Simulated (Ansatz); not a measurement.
# CH2Se (SMILES C=[Se]): functionals against CCSD(T) at one geometry

The task here is to estimate one member of a computed series from the others.

Computed with Ansatz 0.2.0, Gaussian basis. Level: single points in def2-TZVPP.

Correlated methods freeze the cores. Filled d shells of the heavier atoms are correlated.

## Where the work starts

SMILES `C=[Se]`, 4 atoms, charge 0, spin multiplicity 1.

Atoms are counted from 1 here; the program's logs count them from 0.

Bond lengths: C1–Se2 1.646 Å, C1–H3 1.150 Å, C1–H4 1.142 Å. Angles: Se2–C1–H3 113.5°, Se2–C1–H4 126.5°, H3–C1–H4 120.1°.

Coordinates:

```xyz
4

C    -0.1248   -0.0157   -0.0665
Se    1.3084    0.2605    0.6952
H    -0.4746   -1.1098   -0.0017
H    -0.7687    0.7600   -0.6039
```

Set-up of the first run:

The input, run/in.yaml:

```yaml
crystal:
  periodic: [false, false, false]
  atoms:
    - {symbol: C, position_ang: [-0.124800, -0.015700, -0.066500]}
    - {symbol: Se, position_ang: [1.308400, 0.260500, 0.695200]}
    - {symbol: H, position_ang: [-0.474600, -1.109800, -0.001700]}
    - {symbol: H, position_ang: [-0.768700, 0.760000, -0.603900]}
basis:
  gaussian: {orbitals: def2-TZVPP}
correlation: {method: ccsd_t}
output: {forces: true}
```

No record of the launch command was kept for these runs.

Steps of the session up to this table: CCSD(T)/def2-TZVPP; PBE0-D4/def2-TZVPP; wB97M-V/def2-TZVPP; r2SCAN-D4/def2-TZVPP; PBE-D4/def2-TZVPP; revPBE-D4/def2-TZVPP; r2SCANh-D4/def2-TZVPP.

One of the session's tables, all rows but one given; the rest of the session is left out.

```
    method  RMS force component (eV/Å)  angle to CCSD(T) forces (°)  dipole (D)
   CCSD(T)                       2.427                    reference        1.34
   PBE0-D4                           ?                            ?           ?
   wB97M-V                       2.156                          3.2        1.36
 r2SCAN-D4                       2.211                          1.5        1.43
    PBE-D4                       2.284                          3.0        1.29
 revPBE-D4                       2.350                          3.8        1.28
r2SCANh-D4                       2.181                          2.5        1.45
```

**Question.** Estimate the row for PBE0-D4.

**Answer.** RMS force component (eV/Å): 2.168; angle to CCSD(T) forces (°): 2.2; dipole (D): 1.39. In the column «RMS force component (eV/Å)» it lies between wB97M-V (2.156) and r2SCANh-D4 (2.181).
